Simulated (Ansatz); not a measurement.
Runs of Ansatz 0.2.0 on Ba2Tl5V3O12. The typed cell holds 22 atoms: a = 6.653 Å, b = 8.840 Å, c = 9.892 Å, α = 71.07°, β = 73.99°, γ = 70.69°. The cell was built by a generator and needn't be a form met in nature.

| task | level | potentials or basis | U | cell | k mesh | cutoff (eV) | basis error allowed | gap on the mesh (eV) | pressure (GPa) | moment (μB) | largest force (eV/Å) |
| --- | --- | --- | --- | --- | --- | --- | --- | --- | --- | --- | --- |
| projected density of states | PBE | all-electron LAPW, scalar-relativistic | - | as given | 5 × 4 × 3 | 492 | 0.003 eV/atom | 2.90 | 0.0 | 0.00 | 0.01 |
| single point | PBE | all-electron LAPW, scalar-relativistic | - | as given | 4 × 3 × 2 | 492 | 0.003 eV/atom | 2.90 | 0.0 | 0.00 | 0.01 |
| band structure | revPBE | all-electron LAPW, scalar-relativistic | - | as given | 4 × 3 × 2 | 492 | 0.003 eV/atom | 2.97 | 1.6 | 0.00 | (d) |
| band structure | PBEsol | all-electron LAPW, scalar-relativistic | - | as given | 4 × 3 × 2 | 492 | 0.003 eV/atom | 2.86 | -2.6 | 0.00 | 0.38 |
| single point | PBE+U | all-electron LAPW, scalar-relativistic | V d U = 3 eV | as given | 4 × 3 × 2 | 492 | 0.003 eV/atom | (a) | 0.2 | 0.00 | 0.09 |
| band structure | LDA | all-electron LAPW, scalar-relativistic | - | as given | 4 × 3 × 2 | 492 | 0.003 eV/atom | 2.81 | -4.8 | 0.00 | 0.73 |
| band structure | RPBE | all-electron LAPW, scalar-relativistic | - | as given | 4 × 3 × 2 | 492 | 0.003 eV/atom | 2.99 | (b) | 0.00 | (c) |
| relaxation of cell and atoms | PBE | all-electron PAW datasets made for the crystal | - | relaxed | 3 × 2 × 2 | - | - | 2.92 | 0.0 | 0.00 | 0.01 |

Alike in all rows: spin collinear, ferromagnetic start; smearing fermi-dirac 0.05 eV.

Q: Estimate the missing entries.

A: (a) 2.91; (b) 2.1; (c) 0.23; (d) 0.17.

Caveats: spin-orbit coupling is left out, which as a rule narrows the gap of such compounds by several tenths of an eV; an odd mesh through Γ misses points on the zone boundary, where band edges often lie (some runs); the magnetic state may not be the lowest (some runs); U is the effective U less J, on atomic orbitals that reach past the spheres (some runs); the k mesh is thin for a metal, which can move the energy by tens of meV per atom (some runs); the program listed the state as in doubt (some runs).

A k mesh can miss the band edges, and the runs leave out spin-orbit coupling on Ba, Tl.

Not every run made on this cell is shown here.
